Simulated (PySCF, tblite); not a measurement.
# C₂H₁₁BO₂Si₂: dynamics, then NMR shifts on frames

Aim: move C₂H₁₁BO₂Si₂ (`COB(OC)[SiH2][SiH3]`) away from its starting geometry and see how NMR shifts follow the geometry.

Programs: tblite 0.8.0 and PySCF 2.14.0, with density-fitted response routines of our own. Each step states its level of theory. These are calculated values for one molecule in the gas phase, unless marked as measured. Atoms count from 0, in the outputs and in this text.

### Step 1. Starting geometry

18 atoms, charge 0, multiplicity 1; geometry from: GFN2-xTB.

Bonds of the start (Å): C0–O1 1.40, O1–B2 1.36, B2–O3 1.35, O3–C4 1.41, B2–Si5 1.97, Si5–Si6 2.31, C0–H7 1.09, C0–H8 1.09, C0–H9 1.09, C4–H10 1.09, C4–H11 1.09, C4–H12 1.09, Si5–H13 1.48, Si5–H14 1.48, Si6–H15 1.47, Si6–H16 1.47, Si6–H17 1.47.

### Step 2. Thermal motion with GFN2-xTB

Job settings and geometry (Å):

```
{"job": {"kind": "md", "xc": "GFN2-xTB", "basis": "xTB", "temperature": 300, "steps": 2000, "every": 50, "frames": 5}, "charge": 0, "multiplicity": 1}
C     -1.785746     2.094577     0.259657
O     -1.675118     0.698033     0.200860
B     -0.504192     0.033497     0.004157
O     -0.533429    -1.317775    -0.029144
C     -1.695658    -2.105211     0.124706
Si     1.307364     0.770511    -0.247432
Si     2.998524    -0.699543     0.313103
H     -1.641300     2.437969     1.288144
H     -2.790928     2.365424    -0.068029
H     -1.047173     2.585319    -0.380200
H     -1.628964    -2.648338     1.069979
H     -1.735432    -2.821785    -0.697988
H     -2.592245    -1.485199     0.120839
H      1.518435     1.246265    -1.632988
H      1.524295     2.034112     0.496593
H      2.539710    -2.080570     0.486493
H      4.068574    -0.755335    -0.687588
H      3.664524    -0.345631     1.572902
```

Method: GFN2-xTB Langevin dynamics, gas phase.

Started as:

```sh
OMP_NUM_THREADS=1 python probes_run.py task.json out
```

The driver reads the jobs from task.json and runs them one after another.

The log of the run:

```text
t/fs     T/K      E/eV
    0.0   254.5   -619.41925
   25.0   217.6   -619.14460
   50.0   187.6   -618.98659
   75.0   253.1   -619.06406
  100.0   235.1   -618.93750
  125.0   304.3   -618.96036
  150.0   352.1   -618.91899
  175.0   198.9   -618.65596
  200.0   319.2   -618.83345
  225.0   266.8   -618.86972
  250.0   335.3   -618.88474
  275.0   281.0   -618.84448
  300.0   308.2   -618.93204
  325.0   398.5   -619.00952
  350.0   327.4   -618.82238
  375.0   294.7   -618.81855
  400.0   234.7   -618.79745
  425.0   244.5   -618.89905
  450.0   263.1   -618.87773
  475.0   379.2   -619.05749
  500.0   218.9   -618.65092
  525.0   298.7   -618.93883
  550.0   293.1   -618.86939
  575.0   298.8   -618.80725
  600.0   222.5   -618.67550
  625.0   308.0   -618.82735
  650.0   331.7   -618.69688
  675.0   266.7   -618.62096
  700.0   339.8   -618.79415
  725.0   365.9   -618.90353
  750.0   354.8   -618.87976
  775.0   342.9   -618.90546
  800.0   333.0   -618.87264
  825.0   322.9   -618.96270
  850.0   331.6   -618.79754
  875.0   376.3   -618.88492
  900.0   274.4   -618.78028
  925.0   313.1   -618.70646
  950.0   333.9   -618.76304
  975.0   350.5   -618.70114
 1000.0   274.7   -618.59824
```

Wall time 13 s (1 thread of Arm Neoverse V2, shared host); peak memory 0.18 GiB.

Distance from the start (root mean square after alignment): 0 fs 0.00 Å, 200 fs 1.25 Å, 400 fs 1.20 Å, 600 fs 0.97 Å, 800 fs 1.34 Å, 1000 fs 1.39 Å.

Positions (Å) and forces (eV/Å) at 1000 fs:

```xyz
18

C    -1.439    1.429    1.571    0.541   -0.101   -2.114
O    -1.044    0.365    0.673   -0.306    0.007    0.570
B     0.075   -0.094    0.076   -0.028   -0.746    0.213
O    -0.005   -1.414   -0.463   -0.226    1.553    0.353
C    -1.188   -2.167   -0.313    0.870   -0.802    1.106
Si    1.970    0.438    0.054    0.180   -0.586   -0.570
Si    2.861   -1.589   -0.915   -1.211    1.165   -0.771
H    -2.490    1.559    1.312   -0.189   -0.013    0.536
H    -0.951    2.391    1.288    0.118   -0.652    0.435
H    -1.264    1.132    2.596    0.012    0.079    0.028
H    -2.011   -1.732   -0.827   -0.603    0.301   -0.643
H    -1.430   -2.137    0.776   -0.068   -0.441   -0.593
H    -0.982   -3.213   -0.665   -0.211    0.918    0.344
H     2.344    1.535   -0.927   -0.114   -0.264    0.672
H     2.505    0.777    1.439   -0.150    0.018   -0.710
H     3.011   -2.670   -0.006   -0.128   -0.820    0.523
H     2.160   -2.091   -2.229    0.778    0.445    1.151
H     4.218   -1.157   -1.098    0.735   -0.061   -0.530
```

### Step 3. Shielding tensors: 250 fs, PBE0/pcSseg-1

Job settings and geometry (Å):

```
{"job": {"kind": "nmr", "xc": "PBE0", "basis": "pcSseg-1", "pop": false}, "charge": 0, "multiplicity": 1}
C     -1.862100     1.585800     1.065500
O     -1.675400     0.354800     0.485700
B     -0.445500    -0.145900     0.123400
O     -0.369100    -1.440700    -0.150700
C     -1.393700    -2.445800    -0.333500
Si     1.248900     0.803800     0.078000
Si     2.766200    -0.860700    -0.347100
H     -2.305100     2.326300     0.364700
H     -0.851800     1.965000     1.417400
H     -2.482400     1.369300     1.913600
H     -2.287100    -2.231400     0.201500
H     -1.051900    -3.474900    -0.201800
H     -1.731500    -2.370300    -1.430400
H      1.482700     1.866000    -0.906200
H      1.703900     1.390600     1.417600
H      2.607300    -1.210500    -1.796400
H      4.073100    -0.235200    -0.196600
H      2.922400    -2.032400     0.466700
```

Method: GIAO PBE0/pcSseg-1 NMR shielding, non-relativistic, gas phase.

The log of the run:

```text
coarse grid: 15504 points
cycle   1  E = -836.4062593055  dE =  5.778e-01  |g| = 7.386e-01  |ddm| = 3.575e+00
cycle   2  E = -836.2786882622  dE =  1.276e-01  |g| = 1.120e+00  |ddm| = 1.601e+00
cycle   3  E = -836.5047034540  dE = -2.260e-01  |g| = 5.997e-02  |ddm| = 1.086e+00
cycle   4  E = -836.5053497193  dE = -6.463e-04  |g| = 1.686e-02  |ddm| = 5.191e-02
cycle   5  E = -836.5054057276  dE = -5.601e-05  |g| = 8.421e-03  |ddm| = 2.522e-02
cycle   6  E = -836.5054196277  dE = -1.390e-05  |g| = 2.708e-03  |ddm| = 9.327e-03
cycle   7  E = -836.5054210066  dE = -1.379e-06  |g| = 3.707e-04  |ddm| = 2.377e-03
final grid: 138984 points
cycle   8  E = -836.5637954463  dE = -2.817e-05  |g| = 1.112e-02  |ddm| = 2.082e-02
cycle   9  E = -836.5637758661  dE =  1.958e-05  |g| = 1.555e-02  |ddm| = 1.420e-02
cycle  10  E = -836.5638176465  dE = -4.178e-05  |g| = 1.217e-03  |ddm| = 9.000e-03
cycle  11  E = -836.5638179907  dE = -3.442e-07  |g| = 1.684e-04  |ddm| = 1.350e-03
cycle  12  E = -836.5638179947  dE = -3.988e-09  |g| = 1.018e-04  |ddm| = 1.776e-04
cycle  13  E = -836.5638179965  dE = -1.810e-09  |g| = 2.916e-05  |ddm| = 9.759e-05
cycle  14  E = -836.5638179966  dE = -1.464e-10  |g| = 7.317e-06  |ddm| = 2.355e-05
converged SCF energy = -836.5638179966

GIAO shielding tensors (ppm)
atom      isotropic    diamagn.    paramagn.     s11        s22        s33       span
  0 C      127.720     247.123    -119.403    100.803    106.529    175.826     75.022
  1 O      192.536     399.467    -206.932    -32.431    267.150    342.888    375.319
  2 B       69.878     202.251    -132.373     61.022     69.839     78.773     17.751
  3 O      192.723     398.709    -205.986     87.986    177.404    312.779    224.793
  4 C      129.258     241.339    -112.081     95.064    107.921    184.790     89.725
  5 Si     477.957     883.633    -405.676    458.776    474.626    500.470     41.694
  6 Si     469.112     880.285    -411.173    438.490    467.063    501.783     63.293
  7 H       27.266      28.613      -1.348     23.799     24.727     33.271      9.472
  8 H       26.731      29.833      -3.103     22.290     27.883     30.019      7.730
  9 H       27.654      29.188      -1.534     23.029     25.978     33.956     10.927
 10 H       27.702      29.794      -2.092     23.371     26.402     33.332      9.961
 11 H       27.702      27.677       0.025     23.952     25.537     33.618      9.666
 12 H       26.864      27.599      -0.735     22.641     24.656     33.294     10.653
 13 H       28.388      30.577      -2.189     24.904     26.317     33.942      9.038
 14 H       27.447      29.707      -2.260     23.773     26.126     32.444      8.671
 15 H       27.962      28.854      -0.892     24.954     25.561     33.370      8.416
 16 H       28.569      29.098      -0.528     24.716     26.310     34.682      9.966
 17 H       28.790      29.847      -1.056     25.325     26.976     34.070      8.745
```

Wall time 30 s (1 thread of Arm Neoverse V2, shared host); peak memory 0.84 GiB.

The references, computed at this level on geometries of the same kind, shield at (ppm): 1H TMS 31.72, 13C TMS 186.9, 29Si TMS 349.2, 17O H2O 336.1, 11B BF3·OEt2 100.1. Their shielding less the atom's gives the shift. The references are single molecules in the gas phase, so shifts against H2O, NH3, PH3, H3PO4 or CFCl3 are not on the usual liquid scales and can be off by tens of ppm. Each atom is listed at this fixed geometry, with no averaging over motion; a spectrum would average atoms that exchange fast.

```tsv
atoms	environment	σ (ppm)	δ (ppm)
C0	methyl carbon bonded to O	127.7	59.2
C4	methyl carbon bonded to O	129.3	57.7
H8	hydrogen on a methyl carbon bonded to O	26.73	4.99
H12	hydrogen on a methyl carbon bonded to O	26.86	4.85
H7	hydrogen on a methyl carbon bonded to O	27.27	4.45
H14	hydrogen on a silicon bonded to B, Si	27.45	4.27
H9	hydrogen on a methyl carbon bonded to O	27.65	4.06
H10	hydrogen on a methyl carbon bonded to O	27.70	4.02
H11	hydrogen on a methyl carbon bonded to O	27.70	4.01
H15	hydrogen on a silicon bonded to Si	27.96	3.76
H13	hydrogen on a silicon bonded to B, Si	28.39	3.33
H16	hydrogen on a silicon bonded to Si	28.57	3.15
H17	hydrogen on a silicon bonded to Si	28.79	2.93
O1	oxygen bonded to C, B	192.5	143.5
O3	oxygen bonded to C, B	192.7	143.4
B2	boron bonded to 2 O, Si	69.9	30.2
Si6	silicon bonded to Si, 3 H	469.1	-120.0
Si5	silicon bonded to B, Si, 2 H	478.0	-128.8
```

Orbitals, density, ELF and potential are computed afterwards from the orbital file.

Frontier orbitals at PBE0/pcSseg-1, with the share of their density that lies nearest to each atom:

```tsv
orbital	energy (eV)	lies on
HOMO	-7.61	Si5, Si6 about 25 % each; B2 11 %; H16 11 %
LUMO	-0.47	B2 35 %; Si5 15 %; H13, H14 about 11 % each
```

ELF in a plane through or near 9 of the atoms.

Ten even steps from ' ' (0.00) to '@' (1.00):
```
                                                        
                                                        
                          ....                          
                        ==%%@@##                        
                ..==--::**@@@@@@..                      
                ##@@@@%%::++##::                        
                ++@@@@%%..**==..                        
                    ....##****%%++    ....              
              ..++**--..##%%####..  ::--==--..          
              ..##%%####....--..  ==::......::..        
              ..--++--%%  ::@@##**@@::####..**==::      
          ::++**--##**::==@@%%  ..@@@@..--@@@@@@%%::    
          ..==**..++%%==  ++..++::--**--%%@@@@@@@@::    
            ..::==@@@@@@  ::++++==--::  --@@@@@@++      
                ..%%@@##  ..++##**--      ..--..        
                            ..::..                      
                                                        
                                                        
                                                        
                                                        
```
The map spans 12.9 Å across and 11.9 Å up, centred on the molecule. Atoms in the plane (x, y in Å): C0 (-2.5, -1.3), O1 (-1.8, -0.1), B2 (-0.5, 0.0), O3 (0.0, 1.3), C4 (-0.6, 2.6), Si5 (0.9, -1.4), Si6 (2.8, -0.2), H10 (-1.6, 2.5), H16 (3.9, -1.3).

On the surface of density 0.002 e/bohr³ the electrostatic potential runs, from the 1st to the 99th percentile, from -0.78 V near O1 to 1.00 V near H11.

### Step 4. Nuclear shieldings: 425 fs, PBE0/pcSseg-1

Job settings and geometry (Å):

```
{"job": {"kind": "nmr", "xc": "PBE0", "basis": "pcSseg-1", "pop": false}, "charge": 0, "multiplicity": 1}
C     -1.501900     1.297500     1.501200
O     -1.336300     0.213400     0.645500
B     -0.141600    -0.158200     0.170700
O     -0.117200    -1.425900    -0.380400
C     -1.211900    -2.280400    -0.353000
Si     1.620200     0.677500     0.059000
Si     3.186200    -1.094100    -0.367300
H     -2.309900     1.966900     1.250300
H     -0.574000     1.833400     1.541300
H     -1.621000     0.841600     2.546800
H     -1.479700    -2.484100    -1.448200
H     -2.089300    -1.999400     0.219200
H     -0.873000    -3.232800     0.014700
H      1.572700     1.810800    -0.824600
H      2.102800     1.441400     1.278000
H      2.432500    -2.342100    -0.466600
H      3.968800    -0.938900    -1.631600
H      4.211700    -0.924100     0.729000
```

Level: GIAO PBE0/pcSseg-1 NMR shielding, non-relativistic, gas phase.

The log of the run:

```text
coarse grid: 15504 points
cycle   1  E = -836.4096140619  dE =  5.572e-01  |g| = 7.312e-01  |ddm| = 3.574e+00
cycle   2  E = -836.2863150668  dE =  1.233e-01  |g| = 1.104e+00  |ddm| = 1.415e+00
cycle   3  E = -836.5060899752  dE = -2.198e-01  |g| = 6.891e-02  |ddm| = 9.401e-01
cycle   4  E = -836.5067783970  dE = -6.884e-04  |g| = 3.696e-02  |ddm| = 7.244e-02
cycle   5  E = -836.5070212159  dE = -2.428e-04  |g| = 1.389e-02  |ddm| = 3.584e-02
cycle   6  E = -836.5070535308  dE = -3.231e-05  |g| = 2.911e-03  |ddm| = 1.071e-02
cycle   7  E = -836.5070556932  dE = -2.162e-06  |g| = 2.351e-04  |ddm| = 3.771e-03
final grid: 138984 points
cycle   8  E = -836.5653504055  dE = -2.824e-05  |g| = 1.097e-02  |ddm| = 2.141e-02
cycle   9  E = -836.5653316351  dE =  1.877e-05  |g| = 1.527e-02  |ddm| = 1.350e-02
cycle  10  E = -836.5653716626  dE = -4.003e-05  |g| = 1.191e-03  |ddm| = 8.380e-03
cycle  11  E = -836.5653719855  dE = -3.229e-07  |g| = 1.663e-04  |ddm| = 1.244e-03
cycle  12  E = -836.5653719899  dE = -4.452e-09  |g| = 9.461e-05  |ddm| = 1.677e-04
cycle  13  E = -836.5653719915  dE = -1.521e-09  |g| = 2.625e-05  |ddm| = 8.144e-05
cycle  14  E = -836.5653719916  dE = -1.241e-10  |g| = 6.384e-06  |ddm| = 2.278e-05
converged SCF energy = -836.5653719916

GIAO shielding tensors (ppm)
atom      isotropic    diamagn.    paramagn.     s11        s22        s33       span
  0 C      129.232     246.605    -117.373    102.748    105.012    179.936     77.189
  1 O      198.063     398.401    -200.338    -17.716    260.485    351.419    369.135
  2 B       68.201     202.121    -133.920     50.955     68.991     84.655     33.700
  3 O      178.606     399.206    -220.600     28.147    188.189    319.483    291.336
  4 C      134.212     241.095    -106.882    103.043    116.462    183.133     80.090
  5 Si     481.721     883.339    -401.618    445.431    462.926    536.805     91.374
  6 Si     456.971     879.823    -422.852    428.782    450.839    491.292     62.510
  7 H       27.903      29.112      -1.209     24.563     25.359     33.788      9.226
  8 H       27.868      31.581      -3.713     23.193     28.698     31.712      8.519
  9 H       26.729      27.790      -1.061     22.345     24.723     33.118     10.773
 10 H       27.033      27.322      -0.289     22.397     24.861     33.841     11.443
 11 H       27.174      29.805      -2.630     22.651     26.811     32.061      9.410
 12 H       28.406      28.822      -0.416     23.879     26.579     34.759     10.880
 13 H       28.757      30.897      -2.140     25.237     26.578     34.455      9.218
 14 H       27.791      30.155      -2.363     23.949     26.363     33.062      9.113
 15 H       27.671      29.808      -2.137     23.028     27.706     32.279      9.251
 16 H       27.716      28.503      -0.787     24.743     25.209     33.196      8.453
 17 H       27.365      28.114      -0.749     23.742     25.398     32.954      9.212
```

Run time: 23 s. Hardware: 1 thread of Arm Neoverse V2, shared host; peak memory 0.86 GiB.

In short: δ C0 57.7, C4 52.7, O3 157.5, O1 138.0, H9 4.99, H10 4.68 ppm.

### Step 5. Shielding tensors: 625 fs, PBE0/pcSseg-1

Job settings and geometry (Å):

```
{"job": {"kind": "nmr", "xc": "PBE0", "basis": "pcSseg-1", "pop": false}, "charge": 0, "multiplicity": 1}
C     -1.514300     1.146700     1.646100
O     -1.462800     0.152100     0.648500
B     -0.259400    -0.335800     0.194500
O     -0.221900    -1.596900    -0.321300
C     -1.438100    -2.337500    -0.286500
Si     1.444800     0.585900     0.161600
Si     3.127700    -0.672500    -0.740800
H     -2.518500     1.711200     1.700600
H     -0.795100     2.008500     1.365000
H     -1.175400     0.756800     2.604000
H     -1.255300    -3.377300    -0.058500
H     -1.743400    -2.363000    -1.327000
H     -2.228400    -1.965300     0.433600
H      1.215900     1.812800    -0.651300
H      1.824000     1.116700     1.469900
H      3.176000    -1.842000     0.148400
H      2.745600    -1.301800    -1.995900
H      4.334800     0.114700    -0.972700
```

Method: GIAO PBE0/pcSseg-1 NMR shielding, non-relativistic, gas phase.

The log of the run:

```text
coarse grid: 15504 points
cycle   1  E = -836.4115744123  dE =  5.132e-01  |g| = 7.220e-01  |ddm| = 3.586e+00
cycle   2  E = -836.2853815942  dE =  1.262e-01  |g| = 1.106e+00  |ddm| = 1.483e+00
cycle   3  E = -836.5064200443  dE = -2.210e-01  |g| = 6.440e-02  |ddm| = 9.851e-01
cycle   4  E = -836.5070591686  dE = -6.391e-04  |g| = 3.108e-02  |ddm| = 7.209e-02
cycle   5  E = -836.5072316954  dE = -1.725e-04  |g| = 1.368e-02  |ddm| = 3.574e-02
cycle   6  E = -836.5072629622  dE = -3.127e-05  |g| = 3.132e-03  |ddm| = 1.099e-02
cycle   7  E = -836.5072654329  dE = -2.471e-06  |g| = 2.299e-04  |ddm| = 4.261e-03
final grid: 138984 points
cycle   8  E = -836.5660965073  dE = -2.298e-05  |g| = 1.127e-02  |ddm| = 2.011e-02
cycle   9  E = -836.5660722655  dE =  2.424e-05  |g| = 1.643e-02  |ddm| = 1.441e-02
cycle  10  E = -836.5661190272  dE = -4.676e-05  |g| = 1.218e-03  |ddm| = 9.118e-03
cycle  11  E = -836.5661193601  dE = -3.329e-07  |g| = 2.088e-04  |ddm| = 1.179e-03
cycle  12  E = -836.5661193649  dE = -4.865e-09  |g| = 1.362e-04  |ddm| = 2.308e-04
cycle  13  E = -836.5661193683  dE = -3.321e-09  |g| = 2.204e-05  |ddm| = 1.133e-04
cycle  14  E = -836.5661193684  dE = -9.368e-11  |g| = 5.933e-06  |ddm| = 2.255e-05
converged SCF energy = -836.5661193684

GIAO shielding tensors (ppm)
atom      isotropic    diamagn.    paramagn.     s11        s22        s33       span
  0 C      125.504     246.349    -120.845     96.527    105.971    174.015     77.488
  1 O      196.535     397.837    -201.302    -12.872    275.341    327.136    340.008
  2 B       64.795     202.624    -137.828     46.071     62.998     85.317     39.246
  3 O      178.405     396.930    -218.525     19.713    197.156    318.347    298.635
  4 C      133.172     241.702    -108.530    102.613    113.661    183.243     80.631
  5 Si     488.282     884.800    -396.518    471.835    479.137    513.875     42.041
  6 Si     469.616     881.330    -411.714    446.794    448.098    513.956     67.162
  7 H       26.384      26.692      -0.308     22.822     24.386     31.944      9.122
  8 H       26.363      29.845      -3.482     21.982     26.997     30.108      8.126
  9 H       27.821      29.740      -1.919     24.184     25.225     34.055      9.871
 10 H       28.485      28.194       0.291     24.518     26.448     34.489      9.971
 11 H       28.046      28.929      -0.883     23.352     25.853     34.933     11.580
 12 H       25.961      28.257      -2.296     20.744     26.644     30.496      9.753
 13 H       28.265      31.087      -2.822     24.355     26.930     33.509      9.155
 14 H       28.623      31.438      -2.815     24.576     27.571     33.720      9.144
 15 H       28.003      29.743      -1.740     24.576     26.475     32.957      8.381
 16 H       28.408      30.472      -2.064     24.746     27.032     33.447      8.702
 17 H       28.287      29.255      -0.969     24.518     25.682     34.660     10.141
```

Run time: 20 s. Hardware: 1 thread of Arm Neoverse V2, shared host; peak memory 0.86 GiB.

Key values: δ C0 61.4, C4 53.8, O3 157.7, O1 139.5, H12 5.76, H8 5.35 ppm.

[end of part 1 of 2]
